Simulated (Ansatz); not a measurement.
# C2H4SSi: the cost of one run

Method: UKS PBE/6-31G, in Ansatz 0.2.0.

## (1) The starting structure

Bond lengths: Si1–C2 1.891 Å, C2–C3 1.289 Å, C3–S4 1.560 Å, Si1–H5 1.465 Å, Si1–H6 1.465 Å, Si1–H7 1.459 Å, C2–H8 1.077 Å. Angles: Si1–C2–C3 122.3°, Si1–C2–H8 116.3°, C3–C2–H8 121.5°, C2–Si1–H5 107.3°, C2–Si1–H6 107.5°, C2–Si1–H7 109.6°, H5–Si1–H6 110.1°, H5–Si1–H7 111.1°, H6–Si1–H7 111.1°, C2–C3–S4 175.0°.

As a file:

```xyz
8

Si   -0.3087    1.0098   -0.4325
C    -0.3229   -0.7463    0.2696
C     0.7580   -1.3587    0.6124
S     2.1349   -1.9884    0.9881
H    -0.9522    0.9584   -1.7477
H    -1.0875    1.8534    0.4778
H     1.0672    1.4833   -0.5386
H    -1.2888   -1.2114    0.3709
```

## (2) Relaxing the start

Contents of input.yaml:

```yaml
crystal:
  periodic: [false, false, false]
  atoms:
    - { symbol: Si, position_ang: [-0.30867, 1.00978, -0.43249] }
    - { symbol: C, position_ang: [-0.32294, -0.74626, 0.26964] }
    - { symbol: C, position_ang: [0.758, -1.35871, 0.61241] }
    - { symbol: S, position_ang: [2.13495, -1.98841, 0.98807] }
    - { symbol: H, position_ang: [-0.95224, 0.95836, -1.74769] }
    - { symbol: H, position_ang: [-1.08752, 1.85337, 0.4778] }
    - { symbol: H, position_ang: [1.06724, 1.48327, -0.53863] }
    - { symbol: H, position_ang: [-1.28881, -1.21141, 0.37089] }
magnetization:
  spin_polarized: true
basis:
  gaussian: { orbitals: "6-31G" }
hamiltonian:
  xc: pbe
relax:
  f_tol: 0.02
  max_steps: 40
```

Command:

```bash
$ ansatz run input.yaml --threads 1 --pin off --max-ram 2048MiB --backend cpu --events-out ev --progress --plain --runs-dir out
```

Q: Estimate wall time and peak memory on 1 thread of Arm Neoverse N1, shared host.

About 40 s, with a peak of 0.14 GiB.
